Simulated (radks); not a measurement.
# Ionisation of Xe: one atom, several choices of relativity

One table from this session's results is given with a row withheld; the runs are named, their logs left out.

Method: Kohn-Sham, BLYP, spin-unpolarised, spherical densities. Code: radks (a radial shooting solver on a logarithmic mesh, Libxc functionals) version 1.

### Starting point

- element: xenon (Z = 54)
- charge: 0
- electrons: 54
- configuration: [Xe]
- ion: Xe⁺, [Kr] 4d10 5s2 5p5
- choices: non-relativistic; scalar-relativistic; Dirac, 2j+1 shares; Dirac, low j first; scalar-relativistic, finite nucleus; Dirac, 2j+1 shares, finite nucleus; Dirac, c × 0.85; Dirac, c × 10; Dirac, c × 1.5

Set-up of the first run:

Settings of this run:

```text
Z 54
configuration [Xe]
relativity non-relativistic
functional b88,lyp
spin unpolarised
nucleus point
```

Steps of the session up to this table: non-relativistic: Xe.

One of the session's tables, all rows but one given; the rest of the session is left out.

It belongs to the step «non-relativistic: Xe». Radial moments (bohr):

| level | <r> | outermost maximum (interpolated) | 90 % within | nodes |
| --- | --- | --- | --- | --- |
| 3s | ? | ? | ? | ? |
| 3p | 0.3107 | 0.279 | 0.465 | 1 |
| 3d | 0.2813 | 0.227 | 0.440 | 0 |
| 4s | 0.7467 | 0.688 | 1.07 | 3 |
| 4p | 0.7777 | 0.705 | 1.13 | 2 |
| 4d | 0.8714 | 0.745 | 1.32 | 1 |
| 5s | 1.939 | 1.69 | 2.83 | 4 |
| 5p | 2.339 | 1.93 | 3.53 | 3 |

**Question.** Estimate the row for 3s.

The run gave: <r>: 0.3205; outermost maximum (interpolated): 0.292; 90 % within: 0.469; nodes: 2. In the column «<r>» it lies between 3p (0.3107) and 4s (0.7467).

Caveats from the session: Spin polarisation and multiplet splitting of open shells are left out at every level.
